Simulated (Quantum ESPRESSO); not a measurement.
# AlCl2 (P4mm) in Quantum ESPRESSO: a series of runs

Runs on AlCl2. Level: PBEsol. Tasks: phonons.

Everything below comes from runs of Quantum ESPRESSO 7.5. Logs are shortened: lines on timing, memory, paths and dates and some standing lists are left out, and cuts for length are marked.

**1. Starting point**

It takes space group P4mm (No. 99, tetragonal). Conventional cell: a = 4.627 Å, b = 4.627 Å, c = 3.772 Å, α = 90.00°, β = 90.00°, γ = 90.00°. Around Al (site symmetry 4mm) lie 4 Cl at 2.39 Å. Cl (site symmetry 2mm) is surrounded by 2 Al at 2.39 Å.

The cell was built by a generator and needn't be a form met in nature.

**2. Phonons, PBEsol, target pressure 8 GPa, at which the enthalpy is minimised**

pw.in

```
&CONTROL
  calculation = 'scf'
  prefix = 'pwscf'
  outdir = './tmp'
  pseudo_dir = './pseudo'
  tprnfor = .true.
  tstress = .true.
  disk_io = 'low'
/
&SYSTEM
  ibrav = 0
  celldm(1) = 8
  nat = 3
  ntyp = 2
  ecutwfc = 58
  nbnd = 15
  occupations = 'smearing'
  smearing = 'fd'
  degauss = 0.00367493
/
&ELECTRONS
  conv_thr = 6d-10
  electron_maxstep = 120
  mixing_beta = 0.5
/
ATOMIC_SPECIES
Al    26.9815 Al.upf
Cl    35.4500 Cl.upf
CELL_PARAMETERS alat
  1.0928613573762   0.0000000000000   0.0000000000000
  0.0000000000000   1.0928613573762   0.0000000000000
  0.0000000000000   0.0000000000000   0.8910310885183
ATOMIC_POSITIONS crystal
Al     0.0000000000    0.0000000000    0.5210344500
Cl     0.5000000000    0.0000000000    0.3620176100
Cl     0.0000000000    0.5000000000    0.3620176100
K_POINTS automatic
4 4 6 1 1 1
```

relax.in

```
&CONTROL
  calculation = 'vc-relax'
  prefix = 'pwscf'
  outdir = './tmp'
  pseudo_dir = './pseudo'
  tprnfor = .true.
  tstress = .true.
  disk_io = 'low'
  nstep = 40
  forc_conv_thr = 0.0001
  etot_conv_thr = 1d-06
/
&SYSTEM
  ibrav = 0
  celldm(1) = 8
  nat = 3
  ntyp = 2
  ecutwfc = 58
  nbnd = 15
  occupations = 'smearing'
  smearing = 'fd'
  degauss = 0.00367493
/
&ELECTRONS
  conv_thr = 6d-10
  electron_maxstep = 120
  mixing_beta = 0.5
/
&IONS
  ion_dynamics = 'bfgs'
/
&CELL
  cell_dynamics = 'bfgs'
  press = 80
  press_conv_thr = 0.2
/
ATOMIC_SPECIES
Al    26.9815 Al.upf
Cl    35.4500 Cl.upf
CELL_PARAMETERS alat
  1.0928613573762   0.0000000000000   0.0000000000000
  0.0000000000000   1.0928613573762   0.0000000000000
  0.0000000000000   0.0000000000000   0.8910310885183
ATOMIC_POSITIONS crystal
Al     0.0000000000    0.0000000000    0.5210344500
Cl     0.5000000000    0.0000000000    0.3620176100
Cl     0.0000000000    0.5000000000    0.3620176100
K_POINTS automatic
4 4 6 1 1 1
```

scf2.in

```
&CONTROL
  calculation = 'scf'
  prefix = 'pwscf'
  outdir = './tmp'
  pseudo_dir = './pseudo'
  tprnfor = .true.
  tstress = .true.
  disk_io = 'low'
/
&SYSTEM
  ibrav = 0
  celldm(1) = 8
  nat = 3
  ntyp = 2
  ecutwfc = 58
  nbnd = 15
  occupations = 'smearing'
  smearing = 'fd'
  degauss = 0.00367493
/
&ELECTRONS
  conv_thr = 1d-13
  electron_maxstep = 120
  mixing_beta = 0.5
  startingpot = 'file'
  startingwfc = 'file'
/
ATOMIC_SPECIES
Al    26.9815 Al.upf
Cl    35.4500 Cl.upf
CELL_PARAMETERS alat
  1.0071764237835   0.0000000000000   0.0000000000000
  0.0000000000000   1.0071764237835   0.0000000000000
  0.0000000000000   0.0000000000000   0.7296142269688
ATOMIC_POSITIONS crystal
Al     0.0000000000    0.0000000000    0.6304804133
Cl     0.5000000000    0.0000000000    0.3072946283
Cl     0.0000000000    0.5000000000    0.3072946283
K_POINTS automatic
4 4 6 1 1 1
```

ph.in

```
phonons of AlCl2
&INPUTPH
  prefix = 'pwscf'
  outdir = './tmp'
  tr2_ph = 1d-18
  fildyn = 'dyn'
  niter_ph = 90
  alpha_mix(1) = 0.4
/
0.0000000000 0.0000000000 0.0000000000
```

dynmat.in

```
&INPUT
  fildyn = 'dyn'
  asr = 'crystal'
  filout = 'dynmat.disp'
  fileig = 'dynmat.eig'
/
```

Potentials or basis: PseudoDojo 0.4.1 SR PBEsol standard.

Started as:

```sh
> OMP_NUM_THREADS=1 pw.x -in pw.in > pw.out
> OMP_NUM_THREADS=1 pw.x -in relax.in > relax.out
> OMP_NUM_THREADS=1 pw.x -in scf2.in > scf2.out
> OMP_NUM_THREADS=1 ph.x -in ph.in > ph.out
> OMP_NUM_THREADS=1 dynmat.x -in dynmat.in > dynmat.out
```

pw.out:

```text
This program is part of the open-source Quantum ESPRESSO suite
     for quantum simulation of materials; please cite
[... 9 lines left out ...]
     --------------------
     sticks:   dense  smooth     PW     G-vecs:    dense   smooth      PW
     Sum        1413    1413    405                32583    32583    5023

     Using Slab Decomposition

     bravais-lattice index     =            0
     lattice parameter (alat)  =       8.0000  a.u.
     unit-cell volume          =     544.8701 (a.u.)^3
     number of atoms/cell      =            3
     number of atomic types    =            2
     number of electrons       =        17.00
     number of Kohn-Sham states=           15
     kinetic-energy cutoff     =      58.0000  Ry
     charge density cutoff     =     232.0000  Ry
     scf convergence threshold =      6.0E-10
     mixing beta               =       0.5000
     number of iterations used =            8  plain     mixing
     Exchange-correlation= PBESOL
                           (   1   4  10   8   0   0   0)

     celldm(1)=   8.000000  celldm(2)=   0.000000  celldm(3)=   0.000000
     celldm(4)=   0.000000  celldm(5)=   0.000000  celldm(6)=   0.000000

     crystal axes: (cart. coord. in units of alat)
               a(1) = (   1.092861   0.000000   0.000000 )
               a(2) = (   0.000000   1.092861   0.000000 )
               a(3) = (   0.000000   0.000000   0.891031 )

     reciprocal axes: (cart. coord. in units 2 pi/alat)
               b(1) = (  0.915029  0.000000  0.000000 )
               b(2) = (  0.000000  0.915029  0.000000 )
               b(3) = (  0.000000  0.000000  1.122295 )

     PseudoPot. # 1 for Al read from file:
     Al.upf
     Pseudo is Norm-conserving + core correction, Zval =  3.0
     Generated using ONCVPSP code by D. R. Hamann
     Using radial grid of 1876 points,  6 beta functions with:
                l(1) =   0
                l(2) =   0
                l(3) =   1
                l(4) =   1
                l(5) =   2
                l(6) =   2

     PseudoPot. # 2 for Cl read from file:
     Cl.upf
     Pseudo is Norm-conserving + core correction, Zval =  7.0
     Generated using ONCVPSP code by D. R. Hamann
     Using radial grid of 1028 points,  6 beta functions with:
                l(1) =   0
                l(2) =   0
                l(3) =   1
                l(4) =   1
                l(5) =   2
                l(6) =   2

     atomic species   valence    mass     pseudopotential
     Al                3.00    26.98150     Al( 1.00)
     Cl                7.00    35.45000     Cl( 1.00)

      8 Sym. Ops. (no inversion) found

   Cartesian axes

     site n.     atom                  positions (alat units)
         1        Al     tau(   1) = (   0.0000000   0.0000000   0.4642579  )
         2        Cl     tau(   2) = (   0.5464307   0.0000000   0.3225689  )
         3        Cl     tau(   3) = (   0.0000000   0.5464307   0.3225689  )

     number of k points=     9  Fermi-Dirac smearing, width (Ry)=  0.0037
                       cart. coord. in units 2pi/alat
        k(    1) = (   0.1143786   0.1143786   0.0935246), wk =   0.1666667
        k(    2) = (   0.1143786   0.1143786   0.2805738), wk =   0.1666667
        k(    3) = (   0.1143786   0.1143786   0.4676230), wk =   0.1666667
        k(    4) = (   0.1143786   0.3431359   0.0935246), wk =   0.3333333
        k(    5) = (   0.1143786   0.3431359   0.2805738), wk =   0.3333333
        k(    6) = (   0.1143786   0.3431359   0.4676230), wk =   0.3333333
        k(    7) = (   0.3431359   0.3431359   0.0935246), wk =   0.1666667
        k(    8) = (   0.3431359   0.3431359   0.2805738), wk =   0.1666667
        k(    9) = (   0.3431359   0.3431359   0.4676230), wk =   0.1666667

     Dense  grid:    32583 G-vectors     FFT dimensions: (  45,  45,  36)

     Initial potential from superposition of free atoms

     starting charge      16.9976, renormalised to      17.0000
     Starting wfcs are   12 randomized atomic wfcs +    3 random wfcs

     Self-consistent Calculation

     iteration #  1     ecut=    58.00 Ry     beta= 0.50
     Davidson diagonalization with overlap
     ethr =  1.00E-02,  avg # of iterations =  7.6

     Threshold (ethr) on eigenvalues was too large:
     Diagonalizing with lowered threshold

     Davidson diagonalization with overlap
     ethr =  4.64E-04,  avg # of iterations =  2.0

     total energy              =     -70.21565964 Ry
     estimated scf accuracy    <       0.07787939 Ry

     iteration #  2     ecut=    58.00 Ry     beta= 0.50
     Davidson diagonalization with overlap
     ethr =  4.58E-04,  avg # of iterations =  2.0

     total energy              =     -70.23194737 Ry
     estimated scf accuracy    <       0.00401699 Ry

     iteration #  3     ecut=    58.00 Ry     beta= 0.50
     Davidson diagonalization with overlap
     ethr =  2.36E-05,  avg # of iterations = 11.1

     total energy              =     -70.23240528 Ry
     estimated scf accuracy    <       0.00064882 Ry

     iteration #  4     ecut=    58.00 Ry     beta= 0.50
     Davidson diagonalization with overlap
     ethr =  3.82E-06,  avg # of iterations =  3.3

     total energy              =     -70.23247334 Ry
     estimated scf accuracy    <       0.00002058 Ry

     iteration #  5     ecut=    58.00 Ry     beta= 0.50
     Davidson diagonalization with overlap
     ethr =  1.21E-07,  avg # of iterations =  3.7

     total energy              =     -70.23248062 Ry
     estimated scf accuracy    <       0.00000180 Ry

     iteration #  6     ecut=    58.00 Ry     beta= 0.50
     Davidson diagonalization with overlap
     ethr =  1.06E-08,  avg # of iterations =  2.4

     total energy              =     -70.23248114 Ry
     estimated scf accuracy    <       0.00000007 Ry

     iteration #  7     ecut=    58.00 Ry     beta= 0.50
     Davidson diagonalization with overlap
     ethr =  4.04E-10,  avg # of iterations =  3.8

     total energy              =     -70.23248118 Ry
     estimated scf accuracy    <          9.2E-09 Ry

     iteration #  8     ecut=    58.00 Ry     beta= 0.50
     Davidson diagonalization with overlap
     ethr =  5.44E-11,  avg # of iterations =  2.4

     total energy              =     -70.23248119 Ry
     estimated scf accuracy    <          7.0E-10 Ry

     iteration #  9     ecut=    58.00 Ry     beta= 0.50
     Davidson diagonalization with overlap
     ethr =  4.10E-12,  avg # of iterations =  2.9

     End of self-consistent calculation

          k = 0.1144 0.1144 0.0935 (  4065 PWs)   bands (ev):

   -13.3417 -12.3343  -3.5232  -2.7676  -0.8932  -0.2582   0.2226   0.4288
     1.6820   6.2643   8.5493   9.4340   9.5124  10.0852  11.5823

          k = 0.1144 0.1144 0.2806 (  4065 PWs)   bands (ev):

   -13.2695 -12.2835  -3.4012  -2.6741  -1.6840  -0.2429  -0.1791   0.4787
     2.2326   5.7431   8.2343   8.5283   9.5661   9.9188  12.2347

          k = 0.1144 0.1144 0.4676 (  4044 PWs)   bands (ev):

   -13.1947 -12.2313  -3.2688  -2.5753  -2.3020  -0.6594  -0.0967   0.5297
     2.9081   4.6768   7.7788   7.8989   9.7904  10.4674  11.9139

          k = 0.1144 0.3431 0.0935 (  4082 PWs)   bands (ev):

   -13.0495 -12.6237  -4.1116  -2.2614  -1.0036  -0.4613  -0.0423   0.2025
     3.1870   6.8486   7.8680   8.9488   9.7892  10.3927  11.1896

          k = 0.1144 0.3431 0.2806 (  4064 PWs)   bands (ev):

   -12.9834 -12.5673  -3.9535  -2.1806  -1.2304  -0.8573  -0.5892   0.2674
     3.4013   5.8830   8.3975   8.7039   9.7292  10.9003  11.7696

          k = 0.1144 0.3431 0.4676 (  4062 PWs)   bands (ev):

   -12.9152 -12.5092  -3.7729  -2.1098  -1.7833  -1.0816  -0.7730   0.3320
     3.4379   5.2744   8.1749   8.6059   9.7361  10.9912  11.7570

          k = 0.3431 0.3431 0.0935 (  4044 PWs)   bands (ev):

   -12.8841 -12.7053  -5.1343  -1.7515  -0.9916  -0.2983  -0.1104   0.9924
     3.8711   6.6116   7.3858   8.4024   9.2743  10.1783  11.0485

          k = 0.3431 0.3431 0.2806 (  4059 PWs)   bands (ev):

   -12.8229 -12.6483  -4.9515  -1.6412  -0.9603  -0.9381  -0.6493   1.0356
     3.2598   6.2155   7.8764   8.8679   9.4051  10.7622  10.7873

          k = 0.3431 0.3431 0.4676 (  4047 PWs)   bands (ev):

   -12.7599 -12.5896  -4.7456  -1.5440  -1.4614  -1.1913  -0.8478   1.0786
     2.5419   6.3059   8.3200   8.3797   9.4913  10.7432  11.2338

     the Fermi energy is     3.2400 ev

!    total energy              =     -70.23248119 Ry
     estimated scf accuracy    <          3.1E-11 Ry
     smearing contrib. (-TS)   =      -0.00143046 Ry
     internal energy E=F+TS    =     -70.23105072 Ry

     The total energy is F=E-TS. E is the sum of the following terms:
     one-electron contribution =     -15.65521099 Ry
     hartree contribution      =      14.31136904 Ry
     xc contribution           =     -19.79892103 Ry
     ewald contribution        =     -49.08828774 Ry

     convergence has been achieved in   9 iterations

     Forces acting on atoms (cartesian axes, Ry/au):

     atom    1 type  1   force =     0.00000000    0.00000000   -0.01240326
     atom    2 type  2   force =     0.00000000    0.00000000    0.00620163
     atom    3 type  2   force =     0.00000000    0.00000000    0.00620163

     Total force =     0.015191     Total SCF correction =     0.000002

     Computing stress (Cartesian axis) and pressure

          total   stress  (Ry/bohr**3)                   (kbar)     P=       -9.84
  -0.00003222   0.00000000   0.00000000           -4.74        0.00        0.00
   0.00000000  -0.00003222   0.00000000            0.00       -4.74        0.00
   0.00000000   0.00000000  -0.00013619            0.00        0.00      -20.03

=------------------------------------------------------------------------------=
   JOB DONE.
=------------------------------------------------------------------------------=
```

Wall time 4 min (1 thread of Arm Neoverse V1, shared host); peak memory 0.06 GiB.

Results:

```
Free energy                            : -955.3505 eV
Relaxed volume                         : 18.72 Å³/atom
Relaxed cell                           : a = 4.264 Å, b = 4.264 Å, c = 3.089 Å, α = 90.00°, β = 90.00°, γ = 90.00°
Space group after relaxing (to 0.05 Å) : P4mm (No. 99)
Pressure after relaxing                : 8.0 GPa
Band gap on the k mesh                 : none (metal or under the smearing width)
Highest phonon frequency at Γ          : 311 cm⁻¹
Most unstable mode                     : 54i cm⁻¹
```

Step by step:
| step | energy change (eV) | largest force (eV/Å) | pressure (GPa) | volume (Å³) |
| --- | --- | --- | --- | --- |
| 1 | 0.0000 | 0.3189 | -0.98 | 80.74 |
| 2 | -0.0100 | 0.1314 | 0.54 | 77.10 |
| 3 | 0.0226 | 0.1173 | 2.75 | 72.53 |
| 4 | 0.1186 | 0.4817 | 5.56 | 66.95 |
| 5 | 0.2928 | 0.8322 | 10.16 | 60.24 |
| 6 | 0.4122 | 0.8426 | 13.63 | 56.53 |
| 7 | 0.2864 | 0.6399 | 10.84 | 57.64 |
| 8 | 0.1852 | 0.4270 | 8.29 | 58.92 |
| 9 | 0.1647 | 0.3524 | 7.63 | 59.19 |
| 10 | 0.1466 | 0.2882 | 7.00 | 59.41 |
| 11 | 0.1356 | 0.2231 | 6.50 | 59.41 |
| 12 | 0.1287 | 0.1395 | 6.03 | 59.21 |
| 13 | 0.1341 | 0.0197 | 5.69 | 58.62 |
| 14 | 0.1711 | 0.1308 | 6.00 | 57.32 |
| 15 | 0.2018 | 0.1312 | 6.88 | 56.44 |
| 16 | 0.2184 | 0.0583 | 7.81 | 56.01 |
| 17 | 0.2133 | 0.0013 | 8.08 | 56.09 |
| 18 | 0.2097 | 0.0001 | 7.99 | 56.16 |
| 19 | 0.2100 | 0.0000 | 8.00 | 56.15 |

Final structure:
```cif
data_structure
_symmetry_space_group_name_H-M 'P 1'
_symmetry_Int_Tables_number 1
_cell_length_a 4.2638
_cell_length_b 4.2638
_cell_length_c 3.0888
_cell_angle_alpha 90.000
_cell_angle_beta 90.000
_cell_angle_gamma 90.000
_cell_volume 56.15
loop_
_atom_site_label
_atom_site_type_symbol
_atom_site_fract_x
_atom_site_fract_y
_atom_site_fract_z
_atom_site_occupancy
Al1 Al 0.00000 0.00000 0.63048 1
Cl1 Cl 0.50000 0.00000 0.30729 1
Cl2 Cl 0.00000 0.50000 0.30729 1
```

Phonon frequencies in cm⁻¹ (negative: imaginary):
| q point | frequencies |
| --- | --- |
| (0.000, 0.000, 0.000) | -54 -4 -4 -1 144 144 166 311 311 |

Optical modes at Γ, degenerate ones joined:
```tsv
cm⁻¹	components	symmetry	active in
54i	1	B1	Raman
144	2	E	IR and Raman
166	1	A1	IR and Raman
311	2	E	IR and Raman
```

Caveat: the k mesh is coarse; the mesh is thin for the phonons of a metal; some modes are imaginary; the volume moved by over 15 % at a fixed basis, so the end points are rough; the cell is more than 3 GPa from zero pressure, which shifts response properties; the layers were relaxed without a dispersion term, so their spacing and the soft interlayer modes are unreliable; this functional lacks dispersion, which binds the layers, so the pressure and a relaxed spacing across them are unreliable; an odd number of electrons without spin polarisation forces a metal; a magnetic or distorted state may lie lower.

[end of part 1 of 2]
